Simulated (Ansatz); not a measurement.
# La2O: the cost of one run

Method: DFT PBE, scalar-relativistic, plane waves, PAW, unless a step names another level, in Ansatz 0.2.0.

10 further runs of the same task are left out: 10 set aside as unsound or not needed.

## Step 1: The formula and the candidates

Pauling electronegativities: La 1.10, O 3.44 (spread 2.34). No set of common oxidation states balances it. Tabulated atomic sizes suggest about 22 Å³/atom. 41 candidates were drawn, by swapping species into database cells of other compounds, at random by space group and Wyckoff sites, or by hand, as the table says:

| name | made from | space group no. | Wyckoff sites | atoms (primitive cell) | V (Å³/atom) |
| --- | --- | --- | --- | --- | --- |
| c01 | random | 123 | La 1c, 1d; O 1b | 3 | 24.5 |
| c02 | random | 71 | La 8l; O 4f | 6 | 28.8 |
| c03 | random | 71 | La 2a, 2c; O 2b | 3 | 24.4 |
| c04 | built by hand: anti-CdCl2 (layered suboxide) | 166 | La 6c; O 3a | 3 | 22.5 |
| c05 | random | 25 | La 2g; O 1c | 3 | 27.7 |
| c06 | random | 187 | La 1a, 1d; O 1b | 3 | 24.7 |
| c07 | database cell of FeCl2 | 166 | La 6c; O 3a | 3 | 22.3 |
| c08 | database cell of VPd2 | 71 | La 4i; O 2a | 3 | 23.1 |
| c09 | built by hand: anti-CdI2 (Ti2O-like) | 164 | La 2d; O 1a | 3 | 22.5 |
| c10 | database cell of FeSi2 | 123 | La 2h; O 1a | 3 | 20.8 |
| c11 | random | 166 | La 6c; O 3b | 3 | 25.1 |
| c12 | database cell of TiMo2 | 69 | La 8i; O 4a | 3 | 22.4 |
| c13 | database cell of NaHg2 | 191 | La 2d; O 1a | 3 | 22.5 |
| c14 | random | 139 | La 8f; O 4e | 6 | 28.3 |
| c15 | database cell of YbHg2 | 164 | La 2d; O 1a | 3 | 22.4 |
| c16 | built by hand: La2O2 litharge layers with La bilayers | 129 | La 2c, 2c; O 2a | 6 | 23.3 |
| c17 | built by hand: La2O3/La layered intergrowth | 164 | La 2d, 2d, 2d; O 2d, 1a | 9 | 23.6 |
| c18 | random | 38 | La 2b, 4d, 2b; O 2a, 2b | 6 | 24.3 |
| c19 | random | 123 | La 1d, 1c; O 1a | 3 | 29.1 |
| c20 | built by hand: Ti2C-type ordered defect rocksalt | 227 | La 32e; O 16c | 12 | 22.5 |
| c21 | random | 15 | La 4b, 4d; O 4c | 6 | 28.0 |
| c22 | random | 123 | La 1d, 2g, 1c; O 2f | 6 | 27.4 |
| c23 | random | 2 | La 1h, 1d; O 1f | 3 | 28.9 |
| c24 | database cell of VO2 | 10 | La 2n, 2m; O 1a, 1h | 6 | 22.3 |
| c25 | random | 191 | La 2d; O 1b | 3 | 26.4 |
| c26 | database cell of ZrCr2 | 227 | La 16d; O 8a | 6 | 27.6 |
| c27 | random | 156 | La 1a, 1c; O 1a | 3 | 28.9 |
| c28 | random | 191 | La 2c, 1b, 1a; O 2d | 6 | 26.3 |
| c29 | random | 156 | La 1a, 1b; O 1a | 3 | 23.2 |
| c30 | database cell of NdSi2 | 141 | La 8e; O 4b | 6 | 25.2 |
| c31 | random | 12 | La 8j; O 4e | 6 | 25.5 |
| c32 | random | 191 | La 2c; O 1a | 3 | 25.8 |
| c33 | database cell of CO2 | 122 | La 8d; O 4a | 6 | 19.2 |
| c34 | random | 12 | La 2b, 2d, 4h; O 4i | 6 | 27.2 |
| c35 | random | 139 | La 4e; O 2a | 3 | 25.1 |
| c36 | random | 123 | La 2e, 2h; O 1c, 1b | 6 | 23.2 |
| c37 | database cell of HfH2 | 139 | La 4d; O 2a | 3 | 19.2 |
| c38 | built by hand: anti-anatase | 141 | La 8e; O 4a | 6 | 22.5 |
| c39 | database cell of MgCd2 | 63 | La 4c, 4c; O 4c | 6 | 23.4 |
| c40 | random | 123 | La 2g; O 1b | 3 | 27.9 |
| c41 | random | 191 | La 4h; O 2d | 6 | 27.1 |

## Step 2: Screening run of c12

input.yaml reads:

```yaml
crystal:
  lattice:
    - [0.0, 2.56173421, 7.40419454]
    - [1.76893363, 0.0, 7.40419454]
    - [1.76893363, 2.56173421, 0.0]
  atoms:
    - { symbol: La, position: [0.33141479, 0.33141479, 0.66858521] }
    - { symbol: La, position: [0.66858521, 0.66858521, 0.33141479] }
    - { symbol: O, position: [0.0, 0.0, 0.0] }
basis:
  ecutwfc: 420
kpoints:
  mp_grid: { grid: [7, 7, 7] }
hamiltonian:
  xc: pbe
scf:
  occupations: { method: gaussian, width: 0.2 }
  lower_state_search: "off"
output:
  forces: true
  stress: true
  eigenvalues: true
relax:
  adjacent_minimum: "off"
  f_tol: 0.08
  max_steps: 16
  cell: { stress_tol: 0.8 }
```

Launch:

```console
$ ansatz run input.yaml --threads 1 --pin off --max-ram 2560MiB --backend cpu --events-out ev --progress --plain --runs-dir out
```

Q: Estimate wall time and peak memory on 1 thread of Intel Xeon 6975P-C (Granite Rapids), shared host.

About 42 s, with a peak of 0.42 GiB.
